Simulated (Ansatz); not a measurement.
# GaICl2: a ladder of functionals and wavefunction methods

An exercise on one series of results from a longer session: the logs are not shown, and one member is left open.

The runs use Ansatz 0.2.0, Gaussian basis; functionals in def2-TZVPP, the program's frozen cores in correlated methods.

Levels to be run: LDA (SPW92), PBE-D4, revPBE-D4, BLYP-D4, r2SCAN-D4, B97M-V, PBE0-D4, B3LYP-D4, r2SCANh-D4, r2SCAN0-D4, HSE06-D4, BHLYP-D4, CAM-B3LYP-D4, LC-ωPBE, ωB97X-V, ωB97M-V, B2PLYP, PBE-QIDH; CCSD(T)/def2-SVP; CCSD(T)/def2-TZVPP; MP2/def2-QZVPP; extrapolation to the limit; RPA on PBE.

### The geometry

All runs share one geometry, relaxed beforehand with PBE0-D4 in a triple-zeta def2 set. I takes the def2 core potential; no spin-orbit term is included.

SMILES `[Cl][Ga]([Cl])[I]`, 4 atoms, charge 0, spin multiplicity 1.

Atoms are counted from 1 here; the program's logs count them from 0.

Bond lengths: Cl1–Ga2 2.120 Å, Ga2–Cl3 2.120 Å, Ga2–I4 2.450 Å. Angles: Cl1–Ga2–Cl3 118.1°, Cl1–Ga2–I4 121.0°, Cl3–Ga2–I4 121.0°.

Geometry (Å):

| atom | x (Å) | y (Å) | z (Å) |
| --- | --- | --- | --- |
| Cl1 | 1.4651 | 0.3246 | 1.5515 |
| Ga2 | 0.0459 | -0.0654 | 0.0260 |
| Cl3 | -0.3332 | -2.0859 | -0.4909 |
| I4 | -1.1224 | 1.7662 | -1.1069 |

The first run:

Input file in.yaml:

```yaml
crystal:
  periodic: [false, false, false]
  atoms:
    - {symbol: Cl, position_ang: [1.465125, 0.324638, 1.551523]}
    - {symbol: Ga, position_ang: [0.045929, -0.065384, 0.026027]}
    - {symbol: Cl, position_ang: [-0.333230, -2.085869, -0.490943]}
    - {symbol: I, position_ang: [-1.122423, 1.766214, -1.106908]}
basis:
  gaussian: {orbitals: def2-TZVPP}
hamiltonian: {xc: lda}
output: {orbitals: {seedname: orbitals}}
```

Command:

```console
$ ansatz run in.yaml --threads 4 --pin off --events-out ev --progress --plain --max-ram 10444MiB
```

Among the steps run: LDA; PBE-D4 (GGA); revPBE-D4 (GGA); BLYP-D4 (GGA); r2SCAN-D4 (meta-GGA); B97M-V (meta-GGA); PBE0-D4 (hybrid); B3LYP-D4 (hybrid); r2SCANh-D4 (hybrid); r2SCAN0-D4 (hybrid); HSE06-D4 (hybrid); BHLYP-D4 (hybrid); CAM-B3LYP-D4 (range-separated); LC-ωPBE (range-separated); ωB97X-V (range-separated); ωB97M-V (range-separated); B2PLYP (double hybrid); PBE-QIDH (double hybrid).

One of the session's tables, all rows but one given; the rest of the session is left out.

It belongs to the step «Frontier levels by functional». 

```
  functional  HOMO (eV)  LUMO (eV)  gap (eV)
 LDA (SPW92)      -7.28      -3.36      3.92
      PBE-D4      -7.10      -3.04      4.06
   revPBE-D4      -7.05      -2.92      4.12
     BLYP-D4      -6.91      -2.98      3.92
   r2SCAN-D4      -7.43      -2.82      4.61
      B97M-V      -7.41      -2.77      4.64
     PBE0-D4      -8.28      -2.17      6.11
    B3LYP-D4      -8.01      -2.47      5.54
  r2SCANh-D4      -7.85      -2.51      5.35
  r2SCAN0-D4      -8.49      -2.04      6.45
    HSE06-D4      -7.89      -2.54      5.35
    BHLYP-D4      -9.26      -1.27      7.99
CAM-B3LYP-D4      -9.53      -1.22      8.31
     LC-ωPBE     -10.90       0.01     10.91
     ωB97X-V          ?          ?         ?
     ωB97M-V     -10.41      -0.27     10.14
```

**Question.** Estimate the row for ωB97X-V.

**Answer.** HOMO (eV): -10.55; LUMO (eV): -0.11; gap (eV): 10.44. In the column «HOMO (eV)» it lies between LC-ωPBE (-10.90) and ωB97M-V (-10.41).
